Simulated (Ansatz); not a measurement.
# AlClH₂S₂: basis-set convergence

One table from this session's results is given with a row withheld; the runs are named, their logs left out.

The runs use Ansatz 0.2.0, Gaussian basis; one geometry, several basis sets.

The runs, in order: PBE0-D4/def2-SVP; ωB97M-V/def2-SVP; PBE0-D4/def2-QZVPP; ωB97M-V/def2-QZVPP; the functionals' def2-TZVPP values are taken from earlier runs.

### The geometry

An earlier PBE0-D4 in a triple-zeta def2 set relaxation fixed the geometry.

SMILES `[SH][Al]([SH])[Cl]`, 6 atoms, charge 0, spin multiplicity 1.

Atoms are counted from 1 here; the program's logs count them from 0.

Bond lengths: S1–Al2 2.166 Å, S1–H5 1.345 Å, Al2–S3 2.166 Å, Al2–Cl4 2.091 Å, S3–H6 1.345 Å. Angles: Al2–S1–H5 92.0°, S1–Al2–S3 119.4°, S1–Al2–Cl4 120.3°, S3–Al2–Cl4 120.3°, Al2–S3–H6 92.0°.

The first run:

File in.yaml:

```yaml
crystal:
  periodic: [false, false, false]
  atoms:
    - {symbol: S, position_ang: [-0.405102, 1.744316, -1.208172]}
    - {symbol: Al, position_ang: [0.006600, -0.011650, -0.008007]}
    - {symbol: S, position_ang: [1.212484, 0.182193, 1.781289]}
    - {symbol: Cl, position_ang: [-0.753113, -1.876784, -0.571539]}
    - {symbol: H, position_ang: [-1.135137, 1.031246, -2.084331]}
    - {symbol: H, position_ang: [1.116368, -1.133321, 2.044461]}
basis:
  gaussian: {orbitals: def2-SVP}
hamiltonian: {xc: pbe0, dispersion: d4}
output: {orbitals: {seedname: orbitals}}
```

Steps of the session up to this table: PBE0-D4 in def2-SVP; ωB97M-V in def2-SVP; PBE0-D4 in def2-QZVPP; ωB97M-V in def2-QZVPP.

One table of the session follows, with a row left open; its other results are not shown here.

It belongs to the step «Functionals by basis». 

| functional | basis | HOMO (eV) |
| --- | --- | --- |
| PBE0-D4 | def2-SVP | -7.74 |
| PBE0-D4 | def2-TZVPP | -7.88 |
| PBE0-D4 | def2-QZVPP | -7.91 |
| ωB97M-V | def2-SVP | -9.84 |
| ωB97M-V | def2-TZVPP | -10.03 |
| ωB97M-V | def2-QZVPP | ? |

**Question.** Estimate the row for ωB97M-V, def2-QZVPP.

The run gave: HOMO (eV): -10.08. In the column «HOMO (eV)» it is the lowest.
